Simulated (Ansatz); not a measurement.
**C₃FGeN₃: basis-set convergence**

How large a basis does C₃FGeN₃ need? Two functionals are run in growing sets.

Computed with Ansatz 0.2.0, Gaussian basis. Level: one geometry, several basis sets.

Plan: PBE0-D4/def2-SVP; ωB97M-V/def2-SVP; PBE0-D4/def2-QZVPP; ωB97M-V/def2-QZVPP; the functionals' def2-TZVPP values are taken from earlier runs.

## 1. Structure used throughout

An earlier PBE0-D4 in a triple-zeta def2 set relaxation fixed the geometry.

8 atoms, charge 0, spin multiplicity 1.

Atoms are counted from 1 here; the program's logs count them from 0.

Bond lengths: N1–C2 1.150 Å, C2–Ge3 1.895 Å, Ge3–F4 1.705 Å, Ge3–C5 1.895 Å, Ge3–C7 1.895 Å, C5–N6 1.150 Å, C7–N8 1.150 Å. Angles: N1–C2–Ge3 179.3°, C2–Ge3–F4 108.3°, C2–Ge3–C5 110.6°, C2–Ge3–C7 110.6°, F4–Ge3–C5 108.3°, F4–Ge3–C7 108.3°, C5–Ge3–C7 110.6°, Ge3–C5–N6 179.3°, Ge3–C7–N8 179.3°.

## 2. PBE0-D4 in def2-SVP

Contents of in.yaml:

```yaml
crystal:
  periodic: [false, false, false]
  atoms:
    - {symbol: N, position_ang: [2.550112, 0.182976, 1.478775]}
    - {symbol: C, position_ang: [1.640256, 0.127359, 0.777561]}
    - {symbol: Ge, position_ang: [0.127454, 0.032800, -0.360035]}
    - {symbol: F, position_ang: [0.656267, 0.214940, -1.970839]}
    - {symbol: C, position_ang: [-1.088538, 1.433295, 0.029366]}
    - {symbol: N, position_ang: [-1.827967, 2.278217, 0.278337]}
    - {symbol: C, position_ang: [-0.723342, -1.653055, -0.199737]}
    - {symbol: N, position_ang: [-1.242043, -2.673532, -0.089228]}
basis:
  gaussian: {orbitals: def2-SVP}
hamiltonian: {xc: pbe0, dispersion: d4}
output: {orbitals: {seedname: orbitals}}
```

Started as:

```
$ ansatz run in.yaml --threads 4 --pin off --events-out ev --progress --plain --max-ram 11315MiB
```

After this run come: ωB97M-V in def2-SVP; PBE0-D4 in def2-QZVPP; ωB97M-V in def2-QZVPP.

Q: Predict the results of all the runs planned. Wanted: PBE0-D4: double and triple zeta above quadruple; ωB97M-V: double and triple zeta above quadruple.

As calculated:

| quantity | value |
| --- | --- |
| PBE0-D4: double and triple zeta above quadruple | 20.97, 1.74 eV |
| ωB97M-V: double and triple zeta above quadruple | 21.17, 1.65 eV |

**Reading.** For PBE0-D4 the step from double to triple zeta gains 19.23 eV and the next only 1.74 eV. Total energies overstate the basis error of differences, where much of it tends to cancel.
